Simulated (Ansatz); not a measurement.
# BN: the cost of one run

Method: DFT LDA, scalar-relativistic, plane waves, PAW, in Ansatz 0.2.0.

The COD entry's cell or inner coordinates are ideal or old and differ from later refinements, so a difference from it is no clean test against experiment.

### Step 1. The system as given

The structure is hexagonal, space group P6_3/mmc (No. 194). Conventional cell: a = 2.498 Å, b = 2.498 Å, c = 6.636 Å, α = 90.00°, β = 90.00°, γ = 120.00°. B (site symmetry -6m2) has 3 N at 1.44 Å as nearest neighbours. N (site symmetry -6m2) has 3 B at 1.44 Å as nearest neighbours.

As a file:

```
CELL_PARAMETERS angstrom
2.49824 0.00000 0.00000
-1.24912 2.16354 0.00000
0.00000 0.00000 6.63570
ATOMIC_POSITIONS crystal
B 0.33333 0.66667 0.25000
B 0.66667 0.33333 0.75000
N 0.33333 0.66667 0.75000
N 0.66667 0.33333 0.25000
```

The structure rests on an entry of the Crystallography Open Database; cell or positions may have been set otherwise for this series.

### Step 2. Relaxing cell and atoms: BN, no spin, 2 GPa

Input file input.yaml:

```yaml
crystal:
  lattice:
    - [2.49824, 0.0, 0.0]
    - [-1.24912, 2.1635393048, 0.0]
    - [0.0, 0.0, 6.6357]
  atoms:
    - { symbol: B, position: [0.3333333333, 0.6666666667, 0.25] }
    - { symbol: B, position: [0.6666666667, 0.3333333333, 0.75] }
    - { symbol: "N", position: [0.3333333333, 0.6666666667, 0.75] }
    - { symbol: "N", position: [0.6666666667, 0.3333333333, 0.25] }
scf:
  occupations: { method: fixed }
output:
  forces: true
  stress: true
  eigenvalues: true
kpoints:
  mp_grid: { grid: [12, 12, 4] }
hamiltonian:
  xc: lda
relax:
  f_tol: 0.003
  cell: { stress_tol: 0.02, p_target: 2 }
```

The run is started by

```console
> ansatz run input.yaml --threads 8 --pin off --max-ram 20480MiB --backend cpu --events-out ev --progress --plain --runs-dir out
```

What time and memory should one allow on 8 threads of Arm Neoverse V1, shared host?

About 2.9 s, with a peak of 0.33 GiB.
